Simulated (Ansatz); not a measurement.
# (HInSe)4 cubane (In4H4Se4): Born-Oppenheimer dynamics

Aim: follow (HInSe)4 cubane (In4H4Se4) for 15 steps with a Nosé-Hoover thermostat (300 K) and see how far bonds stretch and how energy moves between motion and potential.

The runs use Ansatz 0.2.0, Gaussian basis; r2SCAN/def2-SVP with D3(BJ) with three-body dispersion.

## (1) The geometry

The structure was relaxed beforehand with PBE-D4/def2-SVP. In takes the def2 core potential; no spin-orbit term is included.

12 atoms, charge 0, spin multiplicity 1.

Atoms are counted from 1 here; the program's logs count them from 0.

Bond lengths: In1–H2 1.729 Å, In1–Se3 2.703 Å, In1–Se6 2.703 Å, In1–Se9 2.703 Å, Se3–In4 2.703 Å, Se3–In10 2.703 Å, In4–H5 1.729 Å, In4–Se6 2.703 Å, In4–Se12 2.704 Å, Se6–In7 2.703 Å, In7–H8 1.729 Å, In7–Se9 2.703 Å, In7–Se12 2.703 Å, Se9–In10 2.703 Å, In10–H11 1.729 Å, In10–Se12 2.703 Å. Angles: H2–In1–Se3 120.2°, H2–In1–Se6 120.1°, H2–In1–Se9 120.2°, Se3–In1–Se6 97.0°, Se3–In1–Se9 97.0°, Se6–In1–Se9 97.0°, In1–Se3–In4 82.6°, In1–Se3–In10 82.6°, In4–Se3–In10 82.6°, Se3–In4–H5 120.2°, Se3–In4–Se6 97.0°, Se3–In4–Se12 97.0°, H5–In4–Se6 120.2°, H5–In4–Se12 120.1°, Se6–In4–Se12 97.0°, In1–Se6–In4 82.6°, In1–Se6–In7 82.6°, In4–Se6–In7 82.6° and more.

## (2) The run

The input, in.yaml:

```yaml
crystal:
  periodic: [false, false, false]
  atoms:
    - {symbol: In, position_ang: [-0.415671, 0.611910, 2.055286]}
    - {symbol: H, position_ang: [-0.745075, 1.095573, 3.682212]}
    - {symbol: Se, position_ang: [1.198352, 2.113527, 0.491519]}
    - {symbol: In, position_ang: [2.148388, -0.306191, -0.248530]}
    - {symbol: H, position_ang: [3.848617, -0.548627, -0.447906]}
    - {symbol: Se, position_ang: [0.769089, -1.766632, 1.559510]}
    - {symbol: In, position_ang: [-1.055878, -1.862529, -0.432292]}
    - {symbol: H, position_ang: [-1.892324, -3.337008, -0.772253]}
    - {symbol: Se, position_ang: [-2.438087, 0.348150, 0.281372]}
    - {symbol: In, position_ang: [-0.676803, 1.556790, -1.374499]}
    - {symbol: H, position_ang: [-1.211187, 2.790149, -2.461962]}
    - {symbol: Se, position_ang: [0.470578, -0.695111, -2.332457]}
basis:
  gaussian: {orbitals: def2-SVP}
hamiltonian: {xc: {name: r2SCAN}, dispersion: d3bjatm}
md: {timestep: 2 fs, n_steps: 15, ensemble: nvt_nose_hoover, temperature: 300, initial_velocities: maxwell_boltzmann, seed: 863}
scf: {omitted_lower_state_checks: [starts]}
```

Command:

```sh
$ ansatz run in.yaml --threads 2 --pin off --events-out ev --progress --plain --max-ram 32768MiB --backend cuda --devices 0, --max-vram 18GiB
```

What it wrote:

```text
Functional definition: r2SCAN
  name "r2SCAN"
  cite "Furness, Kaplan, Ning, Perdew & Sun, J. Phys. Chem. Lett. 11, 8208 (2020) doi:10.1021/acs.jpclett.0c02405"
  cite "Furness, Kaplan, Ning, Perdew & Sun, J. Phys. Chem. Lett. 11, 9248 (2020) doi:10.1021/acs.jpclett.0c03077"
  parent r2scan
  parameter k0 = 0.174
  parameter k1 = 0.065
  parameter a1 = 4.9479
  exchange = r2scan_x(k0 = k0, k1 = k1, a1 = a1)
  correlation = r2scan_c
these checks for a lower state are left out or cut short: starts
2880 factors; their error is unknown
mean field evaluation 1: about -282142.1581 eV, gradient 3.0e1 eV
mean field evaluation 2: about -282141.3232 eV, gradient 3.5e1 eV
mean field evaluation 4: about -282144.7194 eV, gradient 1.6e0 eV
mean field evaluation 8: about -282144.7294 eV, gradient 1.6e-1 eV
mean field evaluation 16: about -282144.3433 eV, gradient 1.2e-4 eV
mean field -282144.34331415 eV, -10368.6133724904 hartree, gradient 2.5e-5 eV, S^2 0.000000; 0 other end points of the search recorded, 0 dependent functions left out
the calculation of the forces begins
reference -282144.34333659 eV, -10368.6133733149 hartree; 112, 112 occupied and 140, 140 virtual orbitals, 2880 factors
md step     0: t =     0.00 fs  T =   300.0 K  F+E_penalty+E_count = -282144.58441309 eV  E_kin = 0.387780 eV  conserved = -282144.19663309 eV  (28 SCF iters)
these checks for a lower state are left out or cut short: starts, cluster_reference, orbital_swaps, neighbouring_geometries, increment
2880 factors; their error is unknown
mean field -282144.31797133 eV, -10368.6124411589 hartree, gradient 9.5e-6 eV, S^2 0.000000; 0 other end points of the search recorded, 0 dependent functions left out
the calculation of the forces begins
reference -282144.31799376 eV, -10368.6124419831 hartree; 112, 112 occupied and 140, 140 virtual orbitals, 2880 factors
md step     1: t =     2.00 fs  T =   282.0 K  F+E_penalty+E_count = -282144.55882031 eV  E_kin = 0.364543 eV  conserved = -282144.19427971 eV  (31 SCF iters, 3 dispersion substeps)
these checks for a lower state are left out or cut short: starts, cluster_reference, orbital_swaps, neighbouring_geometries, increment
2880 factors; their error is unknown
mean field evaluation 32: about -282144.2916 eV, gradient 9.0e-6 eV
mean field -282144.29164283 eV, -10368.6114736043 hartree, gradient 9.0e-6 eV, S^2 0.000000; 0 other end points of the search recorded, 0 dependent functions left out
the calculation of the forces begins
reference -282144.29166526 eV, -10368.6114744287 hartree; 112, 112 occupied and 140, 140 virtual orbitals, 2880 factors
md step     2: t =     4.00 fs  T =   263.0 K  F+E_penalty+E_count = -282144.53241633 eV  E_kin = 0.339943 eV  conserved = -282144.19249405 eV  (31 SCF iters, 3 dispersion substeps)
these checks for a lower state are left out or cut short: starts, cluster_reference, orbital_swaps, neighbouring_geometries, increment
2880 factors; their error is unknown
mean field -282144.29081112 eV, -10368.6114430397 hartree, gradient 9.3e-6 eV, S^2 0.000000; 0 other end points of the search recorded, 0 dependent functions left out
the calculation of the forces begins
reference -282144.29083358 eV, -10368.6114438648 hartree; 112, 112 occupied and 140, 140 virtual orbitals, 2880 factors
md step     3: t =     6.00 fs  T =   261.7 K  F+E_penalty+E_count = -282144.53166163 eV  E_kin = 0.338328 eV  conserved = -282144.19340460 eV  (31 SCF iters, 3 dispersion substeps)
these checks for a lower state are left out or cut short: starts, cluster_reference, orbital_swaps, neighbouring_geometries, increment
2880 factors; their error is unknown
mean field -282144.30130185 eV, -10368.6118285668 hartree, gradient 9.7e-6 eV, S^2 0.000000; 0 other end points of the search recorded, 0 dependent functions left out
the calculation of the forces begins
reference -282144.30132433 eV, -10368.6118293929 hartree; 112, 112 occupied and 140, 140 virtual orbitals, 2880 factors
md step     4: t =     8.00 fs  T =   267.9 K  F+E_penalty+E_count = -282144.54232224 eV  E_kin = 0.346243 eV  conserved = -282144.19623524 eV  (31 SCF iters, 3 dispersion substeps)
these checks for a lower state are left out or cut short: starts, cluster_reference, orbital_swaps, neighbouring_geometries, increment
2880 factors; their error is unknown
mean field -282144.28322388 eV, -10368.6111642136 hartree, gradient 9.8e-6 eV, S^2 0.000000; 0 other end points of the search recorded, 0 dependent functions left out
the calculation of the forces begins
reference -282144.28324638 eV, -10368.6111650403 hartree; 112, 112 occupied and 140, 140 virtual orbitals, 2880 factors
md step     5: t =    10.00 fs  T =   253.8 K  F+E_penalty+E_count = -282144.52441967 eV  E_kin = 0.328121 eV  conserved = -282144.19656893 eV  (31 SCF iters, 3 dispersion substeps)
these checks for a lower state are left out or cut short: starts, cluster_reference, orbital_swaps, neighbouring_geometries, increment
2880 factors; their error is unknown
mean field -282144.23513617 eV, -10368.6093970228 hartree, gradient 9.5e-6 eV, S^2 0.000000; 0 other end points of the search recorded, 0 dependent functions left out
the calculation of the forces begins
reference -282144.23515866 eV, -10368.6093978495 hartree; 112, 112 occupied and 140, 140 virtual orbitals, 2880 factors
md step     6: t =    12.00 fs  T =   219.7 K  F+E_penalty+E_count = -282144.47640345 eV  E_kin = 0.284005 eV  conserved = -282144.19281107 eV  (31 SCF iters, 3 dispersion substeps)
these checks for a lower state are left out or cut short: starts, cluster_reference, orbital_swaps, neighbouring_geometries, increment
2880 factors; their error is unknown
mean field evaluation 64: about -282144.2091 eV, gradient 5.3e-5 eV
mean field -282144.20912027 eV, -10368.6084409560 hartree, gradient 2.7e-5 eV, S^2 0.000000; 0 other end points of the search recorded, 0 dependent functions left out
the calculation of the forces begins
reference -282144.20914274 eV, -10368.6084417821 hartree; 112, 112 occupied and 140, 140 virtual orbitals, 2880 factors
md step     7: t =    14.00 fs  T =   200.3 K  F+E_penalty+E_count = -282144.45027744 eV  E_kin = 0.258850 eV  conserved = -282144.19202472 eV  (30 SCF iters, 3 dispersion substeps)
these checks for a lower state are left out or cut short: starts, cluster_reference, orbital_swaps, neighbouring_geometries, increment
2880 factors; their error is unknown
mean field -282144.21622008 eV, -10368.6087018695 hartree, gradient 1.1e-5 eV, S^2 0.000000; 0 other end points of the search recorded, 0 dependent functions left out
the calculation of the forces begins
reference -282144.21624253 eV, -10368.6087026944 hartree; 112, 112 occupied and 140, 140 virtual orbitals, 2880 factors
md step     8: t =    16.00 fs  T =   203.1 K  F+E_penalty+E_count = -282144.45711373 eV  E_kin = 0.262490 eV  conserved = -282144.19546644 eV  (31 SCF iters, 3 dispersion substeps)
these checks for a lower state are left out or cut short: starts, cluster_reference, orbital_swaps, neighbouring_geometries, increment
2880 factors; their error is unknown
mean field -282144.20927633 eV, -10368.6084466914 hartree, gradient 1.2e-5 eV, S^2 0.000000; 0 other end points of the search recorded, 0 dependent functions left out
the calculation of the forces begins
reference -282144.20929875 eV, -10368.6084475151 hartree; 112, 112 occupied and 140, 140 virtual orbitals, 2880 factors
md step     9: t =    18.00 fs  T =   197.1 K  F+E_penalty+E_count = -282144.44988082 eV  E_kin = 0.254809 eV  conserved = -282144.19622628 eV  (31 SCF iters, 3 dispersion substeps)
these checks for a lower state are left out or cut short: starts, cluster_reference, orbital_swaps, neighbouring_geometries, increment
2880 factors; their error is unknown
mean field -282144.17403613 eV, -10368.6071516379 hartree, gradient 1.2e-5 eV, S^2 0.000000; 0 other end points of the search recorded, 0 dependent functions left out
the calculation of the forces begins
reference -282144.17405853 eV, -10368.6071524609 hartree; 112, 112 occupied and 140, 140 virtual orbitals, 2880 factors
md step    10: t =    20.00 fs  T =   171.8 K  F+E_penalty+E_count = -282144.41445640 eV  E_kin = 0.222020 eV  conserved = -282144.19394585 eV  (31 SCF iters, 3 dispersion substeps)
these checks for a lower state are left out or cut short: starts, cluster_reference, orbital_swaps, neighbouring_geometries, increment
2880 factors; their error is unknown
mean field -282144.14231444 eV, -10368.6059858872 hartree, gradient 1.1e-5 eV, S^2 0.000000; 0 other end points of the search recorded, 0 dependent functions left out
the calculation of the forces begins
reference -282144.14233684 eV, -10368.6059867104 hartree; 112, 112 occupied and 140, 140 virtual orbitals, 2880 factors
md step    11: t =    22.00 fs  T =   148.9 K  F+E_penalty+E_count = -282144.38270983 eV  E_kin = 0.192503 eV  conserved = -282144.19209546 eV  (31 SCF iters, 3 dispersion substeps)
these checks for a lower state are left out or cut short: starts, cluster_reference, orbital_swaps, neighbouring_geometries, increment
2880 factors; their error is unknown
mean field evaluation 96: about -282144.5239 eV, gradient 1.6e0 eV
mean field -282144.14156876 eV, -10368.6059584840 hartree, gradient 1.2e-5 eV, S^2 0.000000; 0 other end points of the search recorded, 0 dependent functions left out
the calculation of the forces begins
reference -282144.14159119 eV, -10368.6059593083 hartree; 112, 112 occupied and 140, 140 virtual orbitals, 2880 factors
md step    12: t =    24.00 fs  T =   148.1 K  F+E_penalty+E_count = -282144.38207761 eV  E_kin = 0.191479 eV  conserved = -282144.19291883 eV  (32 SCF iters, 3 dispersion substeps)
these checks for a lower state are left out or cut short: starts, cluster_reference, orbital_swaps, neighbouring_geometries, increment
2880 factors; their error is unknown
mean field -282144.15906889 eV, -10368.6066016020 hartree, gradient 1.0e-5 eV, S^2 0.000000; 0 other end points of the search recorded, 0 dependent functions left out
the calculation of the forces begins
reference -282144.15909137 eV, -10368.6066024280 hartree; 112, 112 occupied and 140, 140 virtual orbitals, 2880 factors
md step    13: t =    26.00 fs  T =   160.0 K  F+E_penalty+E_count = -282144.39977173 eV  E_kin = 0.206821 eV  conserved = -282144.19580106 eV  (31 SCF iters, 3 dispersion substeps)
these checks for a lower state are left out or cut short: starts, cluster_reference, orbital_swaps, neighbouring_geometries, increment
2880 factors; their error is unknown
mean field -282144.15421745 eV, -10368.6064233147 hartree, gradient 1.1e-5 eV, S^2 0.000000; 0 other end points of the search recorded, 0 dependent functions left out
the calculation of the forces begins
reference -282144.15423996 eV, -10368.6064241421 hartree; 112, 112 occupied and 140, 140 virtual orbitals, 2880 factors
md step    14: t =    28.00 fs  T =   156.5 K  F+E_penalty+E_count = -282144.39511154 eV  E_kin = 0.202236 eV  conserved = -282144.19634893 eV  (31 SCF iters, 3 dispersion substeps)
these checks for a lower state are left out or cut short: starts, cluster_reference, orbital_swaps, neighbouring_geometries, increment
2880 factors; their error is unknown
mean field -282144.12233116 eV, -10368.6052515154 hartree, gradient 1.1e-5 eV, S^2 0.000000; 0 other end points of the search recorded, 0 dependent functions left out
the calculation of the forces begins
reference -282144.12235371 eV, -10368.6052523438 hartree; 112, 112 occupied and 140, 140 virtual orbitals, 2880 factors
these checks for a lower state are left out or cut short: starts
2880 factors; their error is unknown
mean field -282144.12233116 eV, -10368.6052515154 hartree, gradient 1.1e-5 eV, S^2 0.000000; 0 other end points of the search recorded, 0 dependent functions left out
the calculation of the forces begins
reference -282144.12235371 eV, -10368.6052523438 hartree; 112, 112 occupied and 140, 140 virtual orbitals, 2880 factors
md step    15: t =    30.00 fs  T =   135.1 K  F+E_penalty+E_count = -282144.36330986 eV  E_kin = 0.174663 eV  conserved = -282144.19277070 eV  (14 SCF iters, 3 dispersion substeps)
Total energy: -282144.36333240 eV, -10368.6141081475 hartree
Atom 0 at    -0.435383     0.584899     2.102176 Å, force     0.357693    -0.051687    -0.954181 eV/Å
Atom 1 at    -0.520566     1.256040     3.625053 Å, force    -0.146143     0.205413     0.570959 eV/Å
Atom 2 at     1.253323     2.124627     0.455002 Å, force    -0.560161    -0.438532    -0.324809 eV/Å
Atom 3 at     2.177197    -0.307738    -0.273926 Å, force    -0.151685     0.032349     0.522736 eV/Å
Atom 4 at     3.848651    -0.735360    -0.392664 Å, force    -0.188425     0.083872    -0.010302 eV/Å
Atom 5 at     0.695086    -1.763627     1.602750 Å, force     0.242190     0.125691    -0.359624 eV/Å
Atom 6 at    -1.055458    -1.853222    -0.454143 Å, force     0.409437     0.447357     0.453370 eV/Å
Atom 7 at    -1.869375    -3.261077    -0.786030 Å, force    -0.310768    -0.629443    -0.211520 eV/Å
Atom 8 at    -2.416616     0.268237     0.341704 Å, force     0.101374     0.569587    -0.239486 eV/Å
Atom 9 at    -0.692082     1.593290    -1.457868 Å, force     0.176846    -0.267913     0.878392 eV/Å
Atom 10 at    -1.367891     2.619544    -2.648426 Å, force     0.006055     0.104127     0.079830 eV/Å
Atom 11 at     0.475357    -0.652839    -2.275201 Å, force     0.063586    -0.180821    -0.405366 eV/Å
Dipole moment:    -0.041988     0.063760    -0.122914 e Å
Checks for a lower state left out: starts
```

Wall time 52 s (1 × H100 (card shared with other runs) with 2 threads of AMD EPYC 7R13, shared host); peak host memory 0.95 GiB.

## (3) The trajectory

One row in 1; energies are counted from the first frame:

```tsv
time (fs)	T (K)	potential (meV)	conserved (meV)	In7–H8 (Å)
0.0	300	0.0	0.00	1.729
2.0	282	25.6	2.35	1.764
4.0	263	52.0	4.14	1.779
6.0	262	52.8	3.23	1.766
8.0	268	42.1	0.40	1.732
10.0	254	60.0	0.06	1.689
12.0	220	108.0	3.82	1.659
14.0	200	134.1	4.61	1.657
16.0	203	127.3	1.17	1.685
18.0	197	134.5	0.41	1.727
20.0	172	170.0	2.69	1.763
22.0	149	201.7	4.54	1.778
24.0	148	202.3	3.71	1.767
26.0	160	184.6	0.83	1.733
28.0	156	189.3	0.28	1.690
30.0	135	221.1	3.86	1.660
```

Positions (Å) and forces (eV/Å) at 30.0 fs:

```xyz
12

In   -0.435    0.585    2.102    0.358   -0.052   -0.954
H    -0.521    1.256    3.625   -0.146    0.205    0.571
Se    1.253    2.125    0.455   -0.560   -0.439   -0.325
In    2.177   -0.308   -0.274   -0.152    0.032    0.523
H     3.849   -0.735   -0.393   -0.188    0.084   -0.010
Se    0.695   -1.764    1.603    0.242    0.126   -0.360
In   -1.055   -1.853   -0.454    0.409    0.447    0.453
H    -1.869   -3.261   -0.786   -0.311   -0.629   -0.212
Se   -2.417    0.268    0.342    0.101    0.570   -0.239
In   -0.692    1.593   -1.458    0.177   -0.268    0.878
H    -1.368    2.620   -2.648    0.006    0.104    0.080
Se    0.475   -0.653   -2.275    0.064   -0.181   -0.405
```

## (4) Outcome

```
                              quantity                          value
                                length             15 steps of 2.0 fs
     temperature, first and last frame                     300, 135 K
              temperature, second half  mean 165 K, from 135 to 203 K
                swing of the potential                        221 meV
largest change of the conserved energy                       4.61 meV
                       range of In7–H8               1.657 to 1.779 Å
```

In words: From 300 K at the start the temperature swings between 135 and 300 K: with 12 atoms it has no steady value yet; starting near a minimum, about half of the kinetic energy flows into the potential. The conserved energy moves by 4.61 meV, 2.1 % of the potential's swing, so the step is short enough for this stretch. In7–H8 swings as far as any bond, by 0.12 Å; no bond breaks. A run of 30 fs gives no averages.
